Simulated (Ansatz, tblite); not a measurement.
**The cluster Sn4Se4: a ladder of methods and basis sets**

How do method and basis change the picture of the cluster Sn4Se4 (singlet)?

Method: as each input shows; program: Ansatz 0.2.0, Gaussian basis.

The runs, in order: GFN1-xTB, GFN2-xTB, PBE-D4/def2-TZVP, r2SCAN-D4/def2-TZVP, LDA/def2-TZVP, HF/def2-TZVP, PBE-D4/def2-SVP, PBE0-D4/def2-SVP, MP2/def2-SVP, RPA/def2-SVP.

8 further runs of the same task are left out: 4 that didn't finish, 4 set aside as unsound or not needed. Runs told in other sessions of the task aren't counted.

**1. The geometry**

The singlet was relaxed beforehand with PBE-D4/def2-SVP. At that level it is the lowest of the isomers that a small search found.

8 atoms, charge 0, spin multiplicity 1.

Bond lengths: Sn1–Se5 2.778 Å, Sn1–Se7 2.778 Å, Sn1–Se8 2.778 Å, Sn2–Se5 2.778 Å, Sn2–Se6 2.779 Å, Sn2–Se7 2.779 Å, Sn3–Se6 2.778 Å, Sn3–Se7 2.779 Å, Sn3–Se8 2.779 Å, Sn4–Se5 2.778 Å, Sn4–Se6 2.778 Å, Sn4–Se8 2.779 Å. Angles: Se5–Sn1–Se7 92.3°, Se5–Sn1–Se8 92.3°, Se7–Sn1–Se8 92.3°, Se5–Sn2–Se6 92.3°, Se5–Sn2–Se7 92.3°, Se6–Sn2–Se7 92.3°, Se6–Sn3–Se7 92.3°, Se6–Sn3–Se8 92.3°, Se7–Sn3–Se8 92.3°, Se5–Sn4–Se6 92.3°, Se5–Sn4–Se8 92.3°, Se6–Sn4–Se8 92.3°, Sn1–Se5–Sn2 87.7°, Sn1–Se5–Sn4 87.7°, Sn2–Se5–Sn4 87.7°, Sn2–Se6–Sn3 87.7°, Sn2–Se6–Sn4 87.7°, Sn3–Se6–Sn4 87.7° and more.

Coordinates:

```
atom     x (Å)     y (Å)     z (Å)
 Sn1  -1.14164  -0.07959  -2.06053
 Sn2  -0.54404  -1.90673   1.27396
 Sn3   2.32364   0.04655  -0.39043
 Sn4  -0.63797   1.93974   1.17722
 Se5  -2.41895  -0.04871   0.40671
 Se6   1.18854   0.08323   2.14522
 Se7   0.66382  -2.01946  -1.22586
 Se8   0.56660   1.98497  -1.32629
```

Sn takes a core potential in the def2 sets. No spin-orbit coupling is included.

PBE0-D4/def2-TZVP was run before; its log isn't repeated, and its numbers join the tables.

**2. GFN1-xTB**

Tight binding, by tblite at 300 K electronic temperature and without a spin-polarisation term:

```python
tblite.interface.Calculator('GFN1-xTB', numbers, positions, charge=0, uhf=0).singlepoint()
```

Energy -646.0066 eV, HOMO -9.49 eV, LUMO -6.23 eV; 0.012 s.

**3. GFN2-xTB**

Tight binding, by tblite at 300 K electronic temperature and without a spin-polarisation term:

```python
tblite.interface.Calculator('GFN2-xTB', numbers, positions, charge=0, uhf=0).singlepoint()
```

Energy -587.3697 eV, HOMO -11.04 eV, LUMO -7.66 eV; 0.017 s.

**4. PBE-D4/def2-TZVP**

start.molden holds the orbitals of an earlier run on this state, given as this run's starting guess.

Contents of in.yaml:

```yaml
crystal:
  periodic: [false, false, false]
  atoms:
    - {symbol: Sn, position_ang: [-1.141638, -0.079594, -2.060526]}
    - {symbol: Sn, position_ang: [-0.544042, -1.906729, 1.273963]}
    - {symbol: Sn, position_ang: [2.323641, 0.046546, -0.390425]}
    - {symbol: Sn, position_ang: [-0.637970, 1.939740, 1.177221]}
    - {symbol: Se, position_ang: [-2.418946, -0.048710, 0.406708]}
    - {symbol: Se, position_ang: [1.188537, 0.083232, 2.145216]}
    - {symbol: Se, position_ang: [0.663816, -2.019462, -1.225865]}
    - {symbol: Se, position_ang: [0.566601, 1.984966, -1.326292]}
basis:
  gaussian: {orbitals: def2-TZVP, initial_orbitals: start.molden}
hamiltonian: {xc: pbe, dispersion: d4}
scf: {omitted_lower_state_checks: [starts]}
output: {orbitals: {seedname: orbitals}}
```

Launch:

```sh
$ ansatz run in.yaml --threads 4 --pin off --events-out ev --progress --plain --max-ram 6963MiB
```

The program printed:

```text
Functional definition: PBE
  name "PBE"
  cite "Perdew, Burke & Ernzerhof, Phys. Rev. Lett. 77, 3865 (1996) doi:10.1103/PhysRevLett.77.3865"
  parent pbe
  parameter kappa = 0.804
  parameter beta = 0.06672455060314922
  exchange = pbe_x(kappa = kappa, mu = beta*pi^2/3)
  correlation = pbe_c(beta = beta)
these checks for a lower state are left out or cut short: starts
3100 factors; their error is unknown
mean field evaluation 1: about -284697.2208 eV, gradient 1.7e1 eV
mean field evaluation 2: about -284697.5113 eV, gradient 3.8e-1 eV
mean field evaluation 4: about -284697.3820 eV, gradient 1.7e-1 eV
mean field evaluation 8: about -284697.3820 eV, gradient 7.8e-6 eV
mean field -284697.38202907 eV, -10462.4358147517 hartree, gradient 7.8e-6 eV, S^2 0.000000; 0 other end points of the search recorded, 0 dependent functions left out
reference -284697.38207679 eV, -10462.4358165056 hartree; 112, 112 occupied and 280, 280 virtual orbitals, 3100 factors
Total energy: -284698.40429176 eV, -10462.4733822128 hartree
Checks for a lower state left out: starts
```

It took 19 s on 4 threads of Arm Neoverse V1, shared host; peak memory 1.4 GiB.

HOMO -5.29 eV, LUMO -2.79 eV.

**5. r2SCAN-D4/def2-TZVP**

Changes to in.yaml since step 4:

```diff
@@ -13,4 +13,4 @@
   gaussian: {orbitals: def2-TZVP, initial_orbitals: start.molden}
-hamiltonian: {xc: pbe, dispersion: d4}
+hamiltonian: {xc: r2scan, dispersion: d4}
 scf: {omitted_lower_state_checks: [starts]}
-output: {orbitals: {seedname: orbitals}}
+output: {forces: true, orbitals: {seedname: orbitals}}
```

Launched as before.

The program printed, shortened:

```text
Functional definition: r2SCAN
  name "r2SCAN"
  cite "Furness, Kaplan, Ning, Perdew & Sun, J. Phys. Chem. Lett. 11, 8208 (2020) doi:10.1021/acs.jpclett.0c02405"
  cite "Furness, Kaplan, Ning, Perdew & Sun, J. Phys. Chem. Lett. 11, 9248 (2020) doi:10.1021/acs.jpclett.0c03077"
  parent r2scan
[...]
3100 factors; their error is unknown
[...]
mean field -284744.05566533 eV, -10464.1510392479 hartree, gradient 2.0e-5 eV, S^2 0.000000; 0 other end points of the search recorded, 0 dependent functions left out
[...]
reference -284744.05568049 eV, -10464.1510398049 hartree; 112, 112 occupied and 280, 280 virtual orbitals, 3100 factors
Total energy: -284744.25682667 eV, -10464.1584317909 hartree
Atom 0 at    -1.141638    -0.079594    -2.060526 Å, force     0.189684     0.013192     0.342292 eV/Å
Atom 1 at    -0.544042    -1.906729     1.273963 Å, force     0.090530     0.317276    -0.212332 eV/Å
Atom 2 at     2.323641     0.046546    -0.390425 Å, force    -0.386606    -0.007663     0.063749 eV/Å
Atom 3 at    -0.637970     1.939740     1.177221 Å, force     0.106383    -0.322393    -0.196337 eV/Å
Atom 4 at    -2.418946    -0.048710     0.406708 Å, force     0.381794     0.007544    -0.063824 eV/Å
Atom 5 at     1.188537     0.083232     2.145216 Å, force    -0.188313    -0.013979    -0.339376 eV/Å
Atom 6 at     0.663816    -2.019462    -1.225865 Å, force    -0.104263     0.319956     0.195397 eV/Å
Atom 7 at     0.566601     1.984966    -1.326292 Å, force    -0.089209    -0.313934     0.210431 eV/Å
Dipole moment:     0.000001    -0.000055     0.000343 e Å
Checks for a lower state left out: starts
```

Wall time 41 s (4 threads of Arm Neoverse V1, shared host); peak memory 1.4 GiB.

HOMO -5.54 eV, LUMO -2.69 eV.

**6. LDA/def2-TZVP**

Changes to in.yaml since step 5:

```diff
@@ -13,4 +13,4 @@
   gaussian: {orbitals: def2-TZVP, initial_orbitals: start.molden}
-hamiltonian: {xc: r2scan, dispersion: d4}
+hamiltonian: {xc: lda}
 scf: {omitted_lower_state_checks: [starts]}
-output: {forces: true, orbitals: {seedname: orbitals}}
+output: {orbitals: {seedname: orbitals}}
```

Launched as before.

The program printed:

```text
Functional definition: SPW92
  name "SPW92"
  cite "Dirac, Proc. Camb. Phil. Soc. 26, 376 (1930) doi:10.1017/S0305004100016108"
  cite "Slater, Phys. Rev. 81, 385 (1951) doi:10.1103/PhysRev.81.385"
  cite "Perdew & Wang, Phys. Rev. B 45, 13244 (1992) doi:10.1103/PhysRevB.45.13244"
  exchange = slater_x
  correlation = pw_c
these checks for a lower state are left out or cut short: starts
3100 factors; their error is unknown
mean field evaluation 1: about -284328.6575 eV, gradient 4.5e1 eV
mean field evaluation 2: about -284329.5561 eV, gradient 1.3e0 eV
mean field evaluation 4: about -284329.4414 eV, gradient 1.6e-1 eV
mean field evaluation 8: about -284329.4415 eV, gradient 1.5e-5 eV
mean field -284329.44146098 eV, -10448.9142482737 hartree, gradient 1.5e-5 eV, S^2 0.000000; 0 other end points of the search recorded, 0 dependent functions left out
reference -284329.44150635 eV, -10448.9142499410 hartree; 112, 112 occupied and 280, 280 virtual orbitals, 3100 factors
Total energy: -284329.44150635 eV, -10448.9142499410 hartree
Checks for a lower state left out: starts
```

Wall time 9.5 s (4 threads of Arm Neoverse V1, shared host); peak memory 1.4 GiB.

From the report: HOMO -5.49 eV, LUMO -3.08 eV.

**7. HF/def2-TZVP**

Changes to in.yaml since step 6:

```diff
@@ -13,3 +13,3 @@
   gaussian: {orbitals: def2-TZVP, initial_orbitals: start.molden}
-hamiltonian: {xc: lda}
+hamiltonian: {xc: hf}
 scf: {omitted_lower_state_checks: [starts]}
```

The command is unchanged.

The program printed:

```text
Functional definition: HF
  name "HF"
  cite "Fock, Z. Phys. 61, 126 (1930) doi:10.1007/BF01340294"
  parent pbe
  exchange = exact_x
  correlation = 0
these checks for a lower state are left out or cut short: starts
4068 factors; their error is unknown
the host lacks memory for fits, so the integrals are decomposed
3216 factors; integrals over basis functions are off by at most 8.5e-4 eV
mean field evaluation 1: about -284442.6928 eV, gradient 4.8e1 eV
mean field evaluation 2: about -284444.8079 eV, gradient 2.7e0 eV
mean field evaluation 4: about -284445.4891 eV, gradient 2.0e0 eV
mean field evaluation 8: about -284445.5065 eV, gradient 8.8e-4 eV
mean field -284445.50649284 eV, -10453.1795595226 hartree, gradient 2.1e-5 eV, S^2 0.000000; 0 other end points of the search recorded, 0 dependent functions left out
reference -284445.50649284 eV, -10453.1795595226 hartree; 112, 112 occupied and 280, 280 virtual orbitals, 3216 factors
Total energy: -284445.50649284 eV, -10453.1795595226 hartree
Checks for a lower state left out: starts
```

It took 44 s on 4 threads of Arm Neoverse V1, shared host; peak memory 2.9 GiB.

From the report: HOMO -7.93 eV, LUMO 0.35 eV.

**8. PBE-D4/def2-SVP**

Changes to in.yaml since step 7:

```diff
@@ -12,4 +12,4 @@
 basis:
-  gaussian: {orbitals: def2-TZVP, initial_orbitals: start.molden}
-hamiltonian: {xc: hf}
+  gaussian: {orbitals: def2-SVP, initial_orbitals: start.molden}
+hamiltonian: {xc: pbe, dispersion: d4}
 scf: {omitted_lower_state_checks: [starts]}
```

The command is unchanged.

The program printed:

```text
Functional definition: PBE
  name "PBE"
  cite "Perdew, Burke & Ernzerhof, Phys. Rev. Lett. 77, 3865 (1996) doi:10.1103/PhysRevLett.77.3865"
  parent pbe
  parameter kappa = 0.804
  parameter beta = 0.06672455060314922
  exchange = pbe_x(kappa = kappa, mu = beta*pi^2/3)
  correlation = pbe_c(beta = beta)
these checks for a lower state are left out or cut short: starts
2548 factors; their error is unknown
mean field evaluation 1: about -284664.5634 eV, gradient 3.7e1 eV
mean field evaluation 2: about -284665.1044 eV, gradient 9.2e-1 eV
mean field evaluation 4: about -284664.7232 eV, gradient 1.5e-1 eV
mean field -284664.72324128 eV, -10461.2356264374 hartree, gradient 3.8e-5 eV, S^2 0.000000; 0 other end points of the search recorded, 0 dependent functions left out
reference -284664.72328325 eV, -10461.2356279799 hartree; 112, 112 occupied and 120, 120 virtual orbitals, 2548 factors
Total energy: -284665.74549822 eV, -10461.2731936872 hartree
Checks for a lower state left out: starts
```

Wall time 8 s (4 threads of Arm Neoverse V1, shared host); peak memory 0.6 GiB.

HOMO -5.26 eV, LUMO -2.75 eV.

**9. PBE0-D4/def2-SVP**

Changes to in.yaml since step 8:

```diff
@@ -13,3 +13,3 @@
   gaussian: {orbitals: def2-SVP, initial_orbitals: start.molden}
-hamiltonian: {xc: pbe, dispersion: d4}
+hamiltonian: {xc: pbe0, dispersion: d4}
 scf: {omitted_lower_state_checks: [starts]}
```

The command is unchanged.

The program printed:

```text
Functional definition: PBE0
  name "PBE0"
  cite "Adamo & Barone, J. Chem. Phys. 110, 6158 (1999) doi:10.1063/1.478522"
  cite "Perdew, Burke & Ernzerhof, Phys. Rev. Lett. 77, 3865 (1996) doi:10.1103/PhysRevLett.77.3865"
  parent pbe
  parameter a = 0.25
  parameter kappa = 0.804
  parameter beta = 0.06672455060314922
  exchange = (1 - a)*pbe_x(kappa = kappa, mu = beta*pi^2/3) + a*exact_x
  correlation = pbe_c(beta = beta)
these checks for a lower state are left out or cut short: starts
2596 factors; integrals over basis functions are off by at most 2.9e-4 eV
mean field evaluation 1: about -284673.2262 eV, gradient 3.4e1 eV
mean field evaluation 2: about -284673.4441 eV, gradient 4.0e-1 eV
mean field evaluation 4: about -284673.4909 eV, gradient 8.6e-4 eV
mean field -284673.49094943 eV, -10461.5578337690 hartree, gradient 1.8e-5 eV, S^2 0.000000; 0 other end points of the search recorded, 0 dependent functions left out
reference -284673.49098083 eV, -10461.5578349228 hartree; 112, 112 occupied and 120, 120 virtual orbitals, 2596 factors
Total energy: -284674.39221240 eV, -10461.5909545721 hartree
Checks for a lower state left out: starts
```

It took 20 s on 4 threads of Arm Neoverse V1, shared host; peak memory 1.2 GiB.

HOMO -6.14 eV, LUMO -2.17 eV.

**10. MP2/def2-SVP**

Changes to in.yaml since step 9:

```diff
@@ -13,3 +13,3 @@
   gaussian: {orbitals: def2-SVP, initial_orbitals: start.molden}
-hamiltonian: {xc: pbe0, dispersion: d4}
+correlation: {method: mp2}
 scf: {omitted_lower_state_checks: [starts]}
```

Same command.

The program printed:

```text
Functional definition: HF
  name "HF"
  cite "Fock, Z. Phys. 61, 126 (1930) doi:10.1007/BF01340294"
  parent pbe
  exchange = exact_x
  correlation = 0
these checks for a lower state are left out or cut short: starts
2596 factors; integrals over basis functions are off by at most 2.9e-4 eV
mean field evaluation 1: about -284410.4108 eV, gradient 4.2e1 eV
mean field evaluation 2: about -284412.1563 eV, gradient 2.2e0 eV
mean field evaluation 4: about -284412.4202 eV, gradient 6.5e-1 eV
mean field evaluation 8: about -284412.4220 eV, gradient 2.8e-5 eV
mean field -284412.42196205 eV, -10451.9637254416 hartree, gradient 1.1e-6 eV, S^2 0.000000; 0 other end points of the search recorded, 0 dependent functions left out
52 core orbitals not correlated: weight in the atoms' cores, before any rotation towards them, 1.000 or more for the frozen orbitals, at most 0.000 for the correlated occupied ones
reference -284412.42196205 eV, -10451.9637254416 hartree; 60, 60 occupied and 120, 120 virtual orbitals, 2596 factors
second order -35.87109080 eV of doubles, -0.00000000 eV of singles
Total energy: -284448.29305285 eV, -10453.2819637143 hartree
Checks for a lower state left out: starts
```

It took 24 s on 4 threads of Arm Neoverse V1, shared host; peak memory 1.3 GiB.

Report: Hartree-Fock HOMO -7.93 eV, LUMO 0.45 eV.

**11. RPA/def2-SVP**

Changes to in.yaml since step 10:

```diff
@@ -13,4 +13,4 @@
   gaussian: {orbitals: def2-SVP, initial_orbitals: start.molden}
-correlation: {method: mp2}
+hamiltonian: {xc: pbe}
+correlation: {method: rpa}
 scf: {omitted_lower_state_checks: [starts]}
-output: {orbitals: {seedname: orbitals}}
```

Launched as before.

The program printed, shortened:

```text
Functional definition: PBE
  name "PBE"
  cite "Perdew, Burke & Ernzerhof, Phys. Rev. Lett. 77, 3865 (1996) doi:10.1103/PhysRevLett.77.3865"
  parent pbe
[...]
2596 factors; integrals over basis functions are off by at most 2.9e-4 eV
[...]
mean field -284664.72323929 eV, -10461.2356263642 hartree, gradient 7.0e-7 eV, S^2 0.000000; 0 other end points of the search recorded, 0 dependent functions left out
52 core orbitals not correlated: weight in the atoms' cores, before any rotation towards them, 1.000 or more for the frozen orbitals, at most 0.000 for the correlated occupied ones
reference -284408.98212702 eV, -10451.8373138360 hartree; 60, 60 occupied and 120, 120 virtual orbitals, 2596 factors
Total energy: -284461.87083269 eV, -10453.7809379200 hartree
Checks for a lower state left out: starts
```

Run time: 26 s. Hardware: 4 threads of Arm Neoverse V1, shared host; peak memory 1.1 GiB.

**12. Levels side by side**

```
              level  functions  HOMO (eV)  LUMO (eV)  gap (eV)   time
       HF/def2-TZVP        392      -7.93       0.35      8.27   44 s
      LDA/def2-TZVP        392      -5.49      -3.08      2.42  9.5 s
    PBE-D4/def2-SVP        232      -5.26      -2.75      2.51    8 s
   PBE-D4/def2-TZVP        392      -5.29      -2.79      2.50   19 s
r2SCAN-D4/def2-TZVP        392      -5.54      -2.69      2.86   41 s
   PBE0-D4/def2-SVP        232      -6.14      -2.17      3.97   20 s
  PBE0-D4/def2-TZVP        392      -6.14      -2.20      3.95   58 s
```

Energy pieces by basis (eV):

```
   basis            HF  MP2 correlation               total
def2-SVP  -284412.4220         -35.8711  -284448.2931 (MP2)
```

**13. Binding energy**

Free atoms were run apart at each level; binding is atoms less cluster, divided by the number of atoms, without zero-point or spin-orbit terms.

```csv
level,binding an atom (eV)
HF/def2-SVP,1.702
HF/def2-TZVP,1.739
LDA/def2-TZVP,3.799
PBE-D4/def2-SVP,3.321
PBE-D4/def2-TZVP,3.321
r2SCAN-D4/def2-TZVP,3.180
PBE0-D4/def2-SVP,3.163
PBE0-D4/def2-TZVP,3.180
RPA/def2-SVP,2.498
MP2/def2-SVP,2.855
```

**14. What came out**

```
                                                                  quantity                            value
gap in def2-TZVP, named functionals and Hartree-Fock, smallest and largest      2.42 eV (LDA), 8.27 eV (HF)
                                          correlation energy, MP2/def2-SVP                        -35.87 eV
                                 binding an atom, functionals in def2-TZVP  3.18 (PBE0-D4) to 3.80 eV (LDA)
                           PBE0 total energy, smallest basis above largest   32.62 eV (def2-SVP, def2-TZVP)
```

What this shows: Over the named functionals and Hartree-Fock in def2-TZVP the gap runs from 2.42 eV (LDA) to 8.27 eV (HF); exact exchange widens it.

The slowest run with a step of its own, HF/def2-TZVP, took 44 s; the quickest functional in def2-TZVP took 9.5 s (shared host).
